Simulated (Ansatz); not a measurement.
Write a Python script for Ansatz 0.2.0 through its Python package that makes a rigid scan of one bond length of C2H3ClSe, SMILES ClCC=[Se]. Settings (for the species named): r2scan0, def2-SVP basis, multiplicity 1.

```xyz
7

Cl   -1.8997    0.1480    0.5249
C    -0.2529    0.6221    0.2158
C     0.4829   -0.5977   -0.1685
Se    0.3586   -1.7582   -1.5697
H    -0.1933    1.3516   -0.6313
H     0.1812    1.0923    1.1335
H     1.3843   -0.9260    0.4497
```

The script, `scan_c2h3clse.py`:
```python
"""Stretching a bond of C2H3ClSe, the rest held rigid."""

import ansatz as az
from ase import Atoms
import numpy as np

atoms = Atoms(["Cl", "C", "C", "Se", "H", "H", "H"], positions=[
    (-1.8997, 0.148, 0.5249),
    (-0.2529, 0.6221, 0.2158),
    (0.4829, -0.5977, -0.1685),
    (0.3586, -1.7582, -1.5697),
    (-0.1933, 1.3516, -0.6313),
    (0.1812, 1.0923, 1.1335),
    (1.3843, -0.926, 0.4497),
])
molecule = az.Crystal.molecule_from_ase(atoms)

symbols = [site.symbol for site in molecule.cartesian_sites]
start = np.array([site.position_ang for site in molecule.cartesian_sites])
axis = (start[5] - start[1]) / np.linalg.norm(start[5] - start[1])
moving = [5]
lengths, energies = [0.95, 1.03, 1.12, 1.23, 1.4, 1.68, 2.01, 2.46], []
for length in lengths:
    xyz = start.copy()
    xyz[moving] += (length - np.linalg.norm(start[5] - start[1])) * axis
    point = az.Crystal.molecule()
    for symbol, place in zip(symbols, xyz):
        point = point.atom(symbol, place.tolist())
    calculation = (
        point.calculation()
        .basis(gaussian="def2-SVP")
        .functional("R2SCAN0")
    )
    data = calculation.run().report
    energies.append(data["free_energy_ev"])
    print(f"r = {length:6.3f} A  E = {energies[-1]:.5f} eV  <S^2> = {abs(data['mean_field']['state']['spin_squared']):.3f}")

print("energy above the lowest point (eV):", [round(e - min(energies), 3) for e in energies])
```

```console
$ python scan_c2h3clse.py
r =  0.950 A  E = -79976.90398 eV  <S^2> = 0.000
r =  1.030 A  E = -79977.30196 eV  <S^2> = 0.000
r =  1.120 A  E = -79977.36810 eV  <S^2> = 0.000
r =  1.230 A  E = -79977.12644 eV  <S^2> = 0.000
r =  1.400 A  E = -79976.42543 eV  <S^2> = 0.000
r =  1.680 A  E = -79975.08154 eV  <S^2> = 0.000
r =  2.010 A  E = -79973.70126 eV  <S^2> = 0.000
r =  2.460 A  E = -79972.33972 eV  <S^2> = 0.000
energy above the lowest point (eV): [0.464, 0.066, 0.0, 0.242, 0.943, 2.287, 3.667, 5.028]
```

Reading the output:
- Total energies depend on the basis set; only differences at equal settings carry meaning.
- The rest of the molecule is held rigid at a force-field or estimated start geometry, and the basis set is modest; single-reference methods fail as a bond breaks.
- The orbitals are restricted, so S² is zero by construction.
- Toward dissociation an unrestricted state can lie under the restricted one, by tenths of an eV for polar bonds under a functional and by 1 to 2 eV or more for others.
- Run time: 40 s on 1 thread of Arm Neoverse V2 (shared host), peak memory 0.28 GiB.
